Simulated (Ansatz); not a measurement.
**Si2H6O2: small, medium and large basis sets**

How large a basis does Si2H6O2 need? Two functionals and correlated methods are run in growing sets.

Program: Ansatz 0.2.0, Gaussian basis. Level of theory: one geometry, several basis sets. These are calculated values, not measurements.

The runs, in order: PBE0-D4/def2-SVP; ωB97M-V/def2-SVP; PBE0-D4/def2-QZVPP; ωB97M-V/def2-QZVPP; CCSD(T)/cc-pV(D+d)Z; CCSD(T)/cc-pV(T+d)Z; CCSD(T)/cc-pV(Q+d)Z; the functionals' def2-TZVPP values are taken from earlier runs.

## 1. The geometry

All runs share one geometry, relaxed beforehand with PBE0-D4/def2-TZVP.

SMILES `O[SiH](O)[SiH3]`, 10 atoms, charge 0, spin multiplicity 1.

Atoms are counted from 1 here; the program's logs count them from 0.

Bond lengths: O1–Si2 1.648 Å, O1–H5 0.959 Å, Si2–O3 1.647 Å, Si2–Si4 2.344 Å, Si2–H6 1.486 Å, O3–H7 0.959 Å, Si4–H8 1.490 Å, Si4–H9 1.489 Å, Si4–H10 1.487 Å. Angles: Si2–O1–H5 117.5°, O1–Si2–O3 112.8°, O1–Si2–Si4 112.1°, O1–Si2–H6 103.0°, O3–Si2–Si4 104.5°, O3–Si2–H6 110.8°, Si4–Si2–H6 113.8°, Si2–O3–H7 117.7°, Si2–Si4–H8 109.9°, Si2–Si4–H9 110.0°, Si2–Si4–H10 111.3°, H8–Si4–H9 108.1°, H8–Si4–H10 108.7°, H9–Si4–H10 108.7°.

## 2. PBE0-D4 in def2-SVP

File in.yaml:

```yaml
crystal:
  periodic: [false, false, false]
  atoms:
    - {symbol: O, position_ang: [-1.306346, 0.375004, -1.445556]}
    - {symbol: Si, position_ang: [0.054128, 0.590926, -0.541292]}
    - {symbol: O, position_ang: [1.408525, 0.006414, -1.274111]}
    - {symbol: Si, position_ang: [-0.050619, -0.556185, 1.499926]}
    - {symbol: H, position_ang: [-1.594785, -0.525513, -1.603378]}
    - {symbol: H, position_ang: [0.128660, 2.067927, -0.396837]}
    - {symbol: H, position_ang: [1.697698, 0.433463, -2.082877]}
    - {symbol: H, position_ang: [-0.270288, -2.009441, 1.254933]}
    - {symbol: H, position_ang: [-1.188479, -0.046151, 2.312887]}
    - {symbol: H, position_ang: [1.204707, -0.387644, 2.279204]}
basis:
  gaussian: {orbitals: def2-SVP}
hamiltonian: {xc: pbe0, dispersion: d4}
output: {orbitals: {seedname: orbitals}}
```

Run with:

```console
$ ansatz run in.yaml --threads 2 --pin off --events-out ev --progress --plain --max-ram 22528MiB --backend cpu
```

Further steps of the session: ωB97M-V in def2-SVP; PBE0-D4 in def2-QZVPP; ωB97M-V in def2-QZVPP; CCSD(T) in cc-pV(D+d)Z; CCSD(T) in cc-pV(T+d)Z; CCSD(T) in cc-pV(Q+d)Z.

**Question.** What will the summary of the whole plan be? Wanted: MP2 correlation recovered, cc-pV(D+d)Z; MP2 correlation recovered, cc-pV(T+d)Z; MP2 correlation recovered, cc-pV(Q+d)Z; difference of two CCSD(T) limits: def2 sets; PBE0-D4: double and triple zeta above quadruple; ωB97M-V: double and triple zeta above quadruple.

As calculated:

```
                                                                   quantity           value
                                     MP2 correlation recovered, cc-pV(D+d)Z          69.2 %
                                     MP2 correlation recovered, cc-pV(T+d)Z          88.0 %
                                     MP2 correlation recovered, cc-pV(Q+d)Z          95.0 %
difference of two CCSD(T) limits: def2 sets (earlier runs) less this series         -34 meV
                            PBE0-D4: double and triple zeta above quadruple  11.89, 0.79 eV
                            ωB97M-V: double and triple zeta above quadruple  12.01, 0.75 eV
```

What this shows: PBE0-D4 gains 11.10 eV from double to triple zeta, then 0.79 eV more. Correlation climbs from 69 % (cc-pV(D+d)Z) to 95 % (cc-pV(Q+d)Z) of the limit; Hartree-Fock is 0.171 eV from its own by then. A limit from the def2 sets, made apart, differs by 34 meV, a least measure of the doubt on such a limit. These are total energies; as a rule much of such shifts cancels in differences, which this series doesn't test. The LUMO of ωB97M-V is positive and keeps falling with the basis (2.17 to 1.12 eV): an unbound level that the basis holds in place.
